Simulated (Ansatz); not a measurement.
# H7NSeSi2: the cost of one run

Program: Ansatz 0.2.0, driven from Python. Level of theory: PBE0/6-31G*. These are calculated values, not measurements.

## Step 1: The system

Bond lengths: N1–Si2 1.751 Å, Si2–Se3 2.249 Å, Se3–Si4 2.233 Å, N1–H5 1.031 Å, N1–H6 1.112 Å, Si2–H7 1.453 Å, Si2–H8 1.452 Å, Si4–H9 1.438 Å, Si4–H10 1.479 Å, Si4–H11 1.549 Å. Angles (14 of 16 angles, heavy atoms first): N1–Si2–Se3 107.8°, Si2–Se3–Si4 93.2°, N1–Si2–H7 110.7°, N1–Si2–H8 109.1°, Se3–Si2–H7 108.7°, Se3–Si2–H8 108.4°, Si2–N1–H5 109.5°, Si2–N1–H6 106.9°, Se3–Si4–H9 113.7°, Se3–Si4–H10 110.2°, Se3–Si4–H11 108.8°, H7–Si2–H8 112.1°, H5–N1–H6 101.8°, H9–Si4–H10 111.7°.

No structure file is read: the coordinates are typed or built in the script.

## Step 2: The script

Input file h7nsesi2_bde.py:

```python
"""Cost of removing each kind of hydrogen from H7NSeSi2, fragments frozen."""

import ansatz as az


def total_energy(molecule, charge=0, unpaired=0):
    calc = (
        molecule.calculation()
        .basis(gaussian="6-31G*")
        .functional("pbe0")
    )
    if charge:
        calc = calc.charge(charge)
    if unpaired:
        calc = calc.spin("collinear", total=unpaired)
    report = calc.run(threads=1).report
    if report["published_state_doubts"]:
        print("  doubts:", report["published_state_doubts"])
    return report["free_energy_ev"]

def without(molecule, index):
    rest = az.Crystal.molecule()
    for i, site in enumerate(molecule.cartesian_sites):
        if i != index:
            rest = rest.atom(site.symbol, site.position_ang)
    return rest


def main() -> None:
    geometry_ang = [
        ("N", [-0.1377, 2.3966, -0.9637]),
        ("Si", [-0.3787, 0.7392, -0.4517]),
        ("Se", [1.5848, -0.0313, 0.3291]),
        ("Si", [0.7546, -2.0534, 0.7835]),
        ("H", [0.0622, 2.9862, -0.1414]),
        ("H", [-1.1296, 2.7832, -1.2844]),
        ("H", [-1.3628, 0.6688, 0.615]),
        ("H", [-0.7619, -0.0616, -1.6011]),
        ("H", [1.7017, -2.9399, 1.4039]),
        ("H", [0.1653, -2.648, -0.4354]),
        ("H", [-0.4323, -1.8969, 1.7667]),
    ]
    system = az.Crystal.molecule()
    for symbol, xyz in geometry_ang:
        system = system.atom(symbol, xyz)

    whole = total_energy(system, 0)
    hydrogen = total_energy(az.Crystal.molecule().atom("H", (0, 0, 0)), 0, 1)
    print(f"E(molecule) = {whole:.5f} eV, E(H) = {hydrogen:.5f} eV")
    for index in [5, 7, 10]:
        radical = total_energy(without(system, index), 0, 1)
        print(f"H{index}: homolysis {(radical + hydrogen - whole):.3f} eV")
        anion = total_energy(without(system, index), -1)
        print(f"H{index}: loss of a proton {(anion - whole):.3f} eV")


if __name__ == "__main__":
    main()
```

## Step 3: Running it

Command:

```
> python h7nsesi2_bde.py
```

What time and memory should one allow on 1 thread of Arm Neoverse V1, shared host?

About 47 s, with a peak of 0.39 GiB.
